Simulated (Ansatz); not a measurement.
This script drives the Ansatz DFT code, driven from Python.

`csk3.py`
```python
"""Formation energy of CsK3 from the elements, after relaxing cells and atoms."""

from collections import Counter
import warnings

import ansatz as az
import numpy as np

PHASES = {
    "CsK3": (
        [[7.034294, 0.0, 0.0], [0.0, 7.034294, 0.0], [0.0, 0.0, 7.034294]],
        [
            ("K", [0.0, 0.5, 0.5]),
            ("K", [0.5, 0.0, 0.5]),
            ("K", [0.5, 0.5, 0.0]),
            ("Cs", [0.0, 0.0, 0.0]),
        ],
    ),
    "K": (
        [[-2.6125, 2.6125, 2.6125], [2.6125, -2.6125, 2.6125], [2.6125, 2.6125, -2.6125]],
        [
            ("K", [0.0, 0.0, 0.0]),
        ],
    ),
    "Cs": (
        [[-3.0335, 3.0335, 3.0335], [3.0335, -3.0335, 3.0335], [3.0335, 3.0335, -3.0335]],
        [
            ("Cs", [0.0, 0.0, 0.0]),
        ],
    ),
}


def build(vectors, sites):
    crystal = az.Crystal(lattice=az.Lattice.of(vectors))
    for symbol, position in sites:
        crystal = crystal.atom(symbol, position)
    return crystal


def run_phase(name, crystal):
    calc = (
        crystal.calculation()
        .functional("r2scan")
        .scf(tolerance=1e-06)
        .basis(550)
        .kpoints(spacing=0.3)
        .occupations("fermi_dirac", width=0.1)
        .stress()
    )
    calc = calc.relax(force_tolerance=0.03, max_steps=40, cell=True)
    return calc.run(threads=1)


def counts(outcome):
    return Counter(site.symbol for site in outcome.lattice.sites)

def formation_energy(outcome, mu):
    n = counts(outcome)
    return (outcome.report["energy_sigma0_ev"] - sum(k * mu[element] for element, k in n.items())) / sum(n.values())


def volume_per_atom(outcome):
    return abs(np.linalg.det(outcome.lattice.cell_ang)) / len(outcome.lattice.sites)


def main() -> None:
    warnings.simplefilter("ignore", az.DeckWarning)

    phases = {name: build(*cell) for name, cell in PHASES.items()}

    done = {name: run_phase(name, crystal) for name, crystal in phases.items()}

    # energy of one atom in its reference phase
    references = {"K": "K", "Cs": "Cs"}
    mu = {element: done[name].report["energy_sigma0_ev"] / len(done[name].lattice.sites) for element, name in references.items()}

    target = done["CsK3"]
    heat = formation_energy(target, mu)
    rows = [(name, len(o.lattice.sites), volume_per_atom(o), formation_energy(o, mu)) for name, o in done.items()]
    print("     phase       atoms  V (A^3/atom)  E_form (eV/atom)")
    for row in rows:
        print(f"{str(row[0]):>10}  {row[1]:10d}  {row[2]:12.3f}  {row[3]:16.4f}")


if __name__ == "__main__":
    main()
```

It is started by `python csk3.py`. Estimate its wall time and peak memory on 1 thread of Arm Neoverse V1 (shared host).

It took about 58 s, with a peak of 1.2 GiB, for 3 runs of the engine.

```console
$ python csk3.py
     phase       atoms  V (A^3/atom)  E_form (eV/atom)
      CsK3           4        87.016            0.0337
         K           1        76.594            0.0000
        Cs           1       121.345            0.0000
```

Notes:
- The settings weren't tested for convergence.
- For the metals among these phases the mesh is modest: differences between phases can be off by up to 40 meV an atom.
- The program warned that this SCF threshold is loose for forces or stresses.
- The cells come from databases of deposited and of computed structures, and not all need be stable phases.
- The compound is the structure given, not necessarily its lowest; energies are at zero temperature, with no correction for gases. A semilocal functional's error on such energies is often 0.05 to 0.1 eV an atom, and 0.1 to 0.3 eV against gases such as O2 or F2.
- The script silences the warnings on its input, which a real study should read.
